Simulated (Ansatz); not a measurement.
**C10H18O2: one species, many methods**

How much do the methods differ for C10H18O2? The plan is to run it at one geometry with functionals of several rungs and with coupled cluster, and see how far each lands from CCSD(T) at the basis-set limit for the atomisation energy.

Computed with Ansatz 0.2.0, Gaussian basis. Level: functionals in def2-TZVPP, the program's frozen cores in correlated methods.

The runs, in order: LDA (SPW92), PBE-D4, revPBE-D4, BLYP-D4, r2SCAN-D4, B97M-V, PBE0-D4, B3LYP-D4, r2SCANh-D4, r2SCAN0-D4, HSE06-D4, BHLYP-D4, CAM-B3LYP-D4, LC-ωPBE, ωB97X-V, ωB97M-V, B2PLYP, PBE-QIDH; CCSD(T)/def2-SVP; CCSD(T)/def2-TZVPP; MP2/def2-QZVPP; extrapolation to the limit; RPA on PBE.

### Step 1. The relaxed structure

The geometry comes from an earlier relaxation with PBE0-D4 in a triple-zeta def2 set; it is a stationary point, not always the lowest conformer.

SMILES `CC(C)/C(O)=C/C(=O)C(C)(C)C`, 30 atoms, charge 0, spin multiplicity 1.

Atoms are counted from 1 here; the program's logs count them from 0.

Bond lengths: C1–C2 1.530 Å, C1–H13 1.090 Å, C1–H14 1.093 Å, C1–H15 1.092 Å, C2–C3 1.518 Å, C2–C4 1.499 Å, C2–H16 1.097 Å, C3–H17 1.092 Å, C3–H18 1.093 Å, C3–H19 1.092 Å, C4–O5 1.313 Å, C4–C6 1.367 Å, O5–H20 1.017 Å, C6–C7 1.434 Å, C6–H21 1.078 Å, C7–O8 1.242 Å, C7–C9 1.525 Å, C9–C10 1.522 Å and more. Angles: C2–C1–H13 111.1°, C2–C1–H14 110.5°, C2–C1–H15 110.2°, H13–C1–H14 108.4°, H13–C1–H15 108.6°, H14–C1–H15 108.1°, C1–C2–C3 111.4°, C1–C2–C4 109.4°, C1–C2–H16 107.6°, C3–C2–C4 114.1°, C3–C2–H16 108.9°, C4–C2–H16 105.1°, C2–C3–H17 111.9°, C2–C3–H18 111.3°, C2–C3–H19 109.8°, H17–C3–H18 108.3°, H17–C3–H19 108.0°, H18–C3–H19 107.4° and more.

### Step 2. LDA

This LDA is Slater exchange with PW92 correlation.

Contents of in.yaml:

```yaml
crystal:
  periodic: [false, false, false]
  atoms:
    - {symbol: C, position_ang: [-3.671873, -0.512591, -0.830539]}
    - {symbol: C, position_ang: [-2.865602, 0.213907, 0.247299]}
    - {symbol: C, position_ang: [-2.752218, -0.619142, 1.511214]}
    - {symbol: C, position_ang: [-1.547869, 0.645363, -0.322351]}
    - {symbol: O, position_ang: [-1.656084, 1.535556, -1.281547]}
    - {symbol: C, position_ang: [-0.327624, 0.173178, 0.072860]}
    - {symbol: C, position_ang: [0.865359, 0.644785, -0.568341]}
    - {symbol: O, position_ang: [0.810800, 1.485942, -1.480935]}
    - {symbol: C, position_ang: [2.218384, 0.104167, -0.119082]}
    - {symbol: C, position_ang: [3.328987, 0.739111, -0.943717]}
    - {symbol: C, position_ang: [2.418898, 0.440590, 1.361250]}
    - {symbol: C, position_ang: [2.236934, -1.414582, -0.312406]}
    - {symbol: H, position_ang: [-3.766105, 0.097411, -1.728963]}
    - {symbol: H, position_ang: [-3.185904, -1.453680, -1.102071]}
    - {symbol: H, position_ang: [-4.673093, -0.743039, -0.460333]}
    - {symbol: H, position_ang: [-3.393188, 1.146763, 0.483368]}
    - {symbol: H, position_ang: [-2.182224, -0.105273, 2.287928]}
    - {symbol: H, position_ang: [-2.271435, -1.580598, 1.311775]}
    - {symbol: H, position_ang: [-3.747946, -0.828376, 1.907127]}
    - {symbol: H, position_ang: [-0.700620, 1.716535, -1.578259]}
    - {symbol: H, position_ang: [-0.269714, -0.554334, 0.866067]}
    - {symbol: H, position_ang: [3.206745, 0.521838, -2.005782]}
    - {symbol: H, position_ang: [3.335166, 1.824083, -0.830537]}
    - {symbol: H, position_ang: [4.296741, 0.349595, -0.618018]}
    - {symbol: H, position_ang: [3.395783, 0.076744, 1.690596]}
    - {symbol: H, position_ang: [2.387206, 1.520176, 1.526522]}
    - {symbol: H, position_ang: [1.658052, -0.021216, 1.993347]}
    - {symbol: H, position_ang: [2.071821, -1.679565, -1.359483]}
    - {symbol: H, position_ang: [3.211227, -1.810111, -0.013309]}
    - {symbol: H, position_ang: [1.473797, -1.913738, 0.287620]}
basis:
  gaussian: {orbitals: def2-TZVPP}
hamiltonian: {xc: lda}
output: {orbitals: {seedname: orbitals}}
```

On the command line:

```console
> ansatz run in.yaml --threads 11 --pin off --events-out ev --progress --plain --max-ram 166912MiB --backend cuda --devices 0, --max-vram 75GiB
```

After this run come: PBE-D4 (GGA); revPBE-D4 (GGA); BLYP-D4 (GGA); r2SCAN-D4 (meta-GGA); B97M-V (meta-GGA); B3LYP-D4 (hybrid); r2SCANh-D4 (hybrid); r2SCAN0-D4 (hybrid); HSE06-D4 (hybrid); BHLYP-D4 (hybrid); CAM-B3LYP-D4 (range-separated); LC-ωPBE (range-separated); ωB97X-V (range-separated); ωB97M-V (range-separated); B2PLYP (double hybrid); PBE-QIDH (double hybrid); CCSD(T) in def2-SVP; CCSD(T) in def2-TZVPP; MP2 in def2-QZVPP; RPA on PBE orbitals.

Before running them: what should the planned runs give, taken together? Wanted: atomisation energy, CCSD(T)/CBS; farthest beyond LDA; mean size of error, GGA; mean size of error, meta-GGA; mean size of error, hybrid; mean size of error, range-separated; mean size of error, double hybrid; gap, smallest and largest; T1 diagnostic.

The runs gave:

| quantity | value |
| --- | --- |
| atomisation energy, CCSD(T)/CBS | 12617.4 kJ/mol |
| functionals within 63.1 kJ/mol (0.5 %) | revPBE-D4, BLYP-D4, B97M-V, B3LYP-D4, r2SCANh-D4, LC-ωPBE, ωB97X-V, ωB97M-V, PBE-QIDH |
| farthest beyond LDA | PBE-D4 (+345.8 kJ/mol) |
| mean size of error, GGA | 133.0 kJ/mol |
| mean size of error, meta-GGA | 56.2 kJ/mol |
| mean size of error, hybrid | 120.7 kJ/mol |
| mean size of error, range-separated | 39.5 kJ/mol |
| mean size of error, double hybrid | 60.8 kJ/mol |
| gap, smallest and largest | 3.62 eV (LDA (SPW92)), 10.55 eV (LC-ωPBE) |
| T1 diagnostic | 0.0135 |
| triples share of the correlation energy | 4.2 % |

LDA overbinds by 1904.4 kJ/mol (15 %). PBE-D4 is off by +345.8 kJ/mol. Double hybrids carry the basis error of their MP2 part in triple zeta, and no dispersion term here, so their miss is partly the set-up's. The rungs range-separated, meta-GGA, double hybrid miss on average by less than the doubt on the reference (63.1 kJ/mol), so they tie. Misses under about 63.1 kJ/mol are within the doubt on the reference itself, which lacks core-valence correlation, relativity and higher excitations. Hartree-Fock recovers 74 % of the binding; the rest is correlation. CCSD(T) in def2-SVP is off by -455.8 kJ/mol, so the small basis spoils what the method gains. The gap grows from 3.6 to 10.5 eV across the functionals, mostly with the share of exact exchange.
